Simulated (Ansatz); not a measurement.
**BrGaH₂O: a ladder of functionals and wavefunction methods**

The task here is to estimate one member of a computed series from the others.

Computed with Ansatz 0.2.0, Gaussian basis. Level: functionals in def2-TZVPP, the program's frozen cores in correlated methods.

Levels to be run: LDA (SPW92), PBE-D4, revPBE-D4, BLYP-D4, r2SCAN-D4, B97M-V, PBE0-D4, B3LYP-D4, r2SCANh-D4, r2SCAN0-D4, HSE06-D4, BHLYP-D4, CAM-B3LYP-D4, LC-ωPBE, ωB97X-V, ωB97M-V, B2PLYP, PBE-QIDH; CCSD(T)/def2-SVP; CCSD(T)/def2-TZVPP; MP2/def2-QZVPP; extrapolation to the limit; RPA on PBE.

### The geometry

All runs share one geometry, relaxed beforehand with PBE0-D4 in a triple-zeta def2 set.

SMILES `[OH][GaH][Br]`, 5 atoms, charge 0, spin multiplicity 1.

Atoms are counted from 1 here; the program's logs count them from 0.

Bond lengths: O1–Ga2 1.773 Å, O1–H4 0.960 Å, Ga2–Br3 2.290 Å, Ga2–H5 1.543 Å. Angles: Ga2–O1–H4 113.6°, O1–Ga2–Br3 115.4°, O1–Ga2–H5 121.8°, Br3–Ga2–H5 122.8°.

Set-up of the first run:

Contents of in.yaml:

```yaml
crystal:
  periodic: [false, false, false]
  atoms:
    - {symbol: O, position_ang: [-1.233638, 0.320136, -0.518572]}
    - {symbol: Ga, position_ang: [0.426996, 0.307052, 0.101726]}
    - {symbol: Br, position_ang: [1.237762, -1.751730, 0.693616]}
    - {symbol: H, position_ang: [-1.639905, -0.549678, -0.547493]}
    - {symbol: H, position_ang: [1.258687, 1.600519, 0.229325]}
basis:
  gaussian: {orbitals: def2-TZVPP}
hamiltonian: {xc: lda}
output: {orbitals: {seedname: orbitals}}
```

Among the steps run: LDA; PBE-D4 (GGA); revPBE-D4 (GGA); BLYP-D4 (GGA); r2SCAN-D4 (meta-GGA); B97M-V (meta-GGA); PBE0-D4 (hybrid); B3LYP-D4 (hybrid); r2SCANh-D4 (hybrid); r2SCAN0-D4 (hybrid); HSE06-D4 (hybrid); BHLYP-D4 (hybrid); CAM-B3LYP-D4 (range-separated); LC-ωPBE-D4 (range-separated; the results give it without D4); ωB97X-V (range-separated); ωB97M-V (range-separated); B2PLYP (double hybrid); PBE-QIDH (double hybrid).

One of the session's tables, all rows but one given; the rest of the session is left out.

It belongs to the step «Orbital energies across the functionals». 

| functional | HOMO (eV) | gap (eV) |
| --- | --- | --- |
| LDA (SPW92) | ? | ? |
| PBE-D4 | -7.14 | 5.14 |
| revPBE-D4 | -7.08 | 5.21 |
| BLYP-D4 | -6.98 | 5.03 |
| r2SCAN-D4 | -7.49 | 5.75 |
| B97M-V | -7.56 | 5.63 |
| PBE0-D4 | -8.46 | 7.23 |
| B3LYP-D4 | -8.19 | 6.69 |
| r2SCANh-D4 | -7.97 | 6.50 |
| r2SCAN0-D4 | -8.69 | 7.62 |
| HSE06-D4 | -8.06 | 6.46 |
| BHLYP-D4 | -9.62 | 9.11 |
| CAM-B3LYP-D4 | -9.80 | 9.45 |
| LC-ωPBE | -11.20 | 12.03 |
| ωB97X-V | -10.83 | 11.53 |
| ωB97M-V | -10.69 | 11.17 |

Q: Estimate the row for LDA (SPW92) from the others.

The run gave: HOMO (eV): -7.31; gap (eV): 5.03. In the column «HOMO (eV)» it lies between r2SCAN-D4 (-7.49) and PBE-D4 (-7.14).
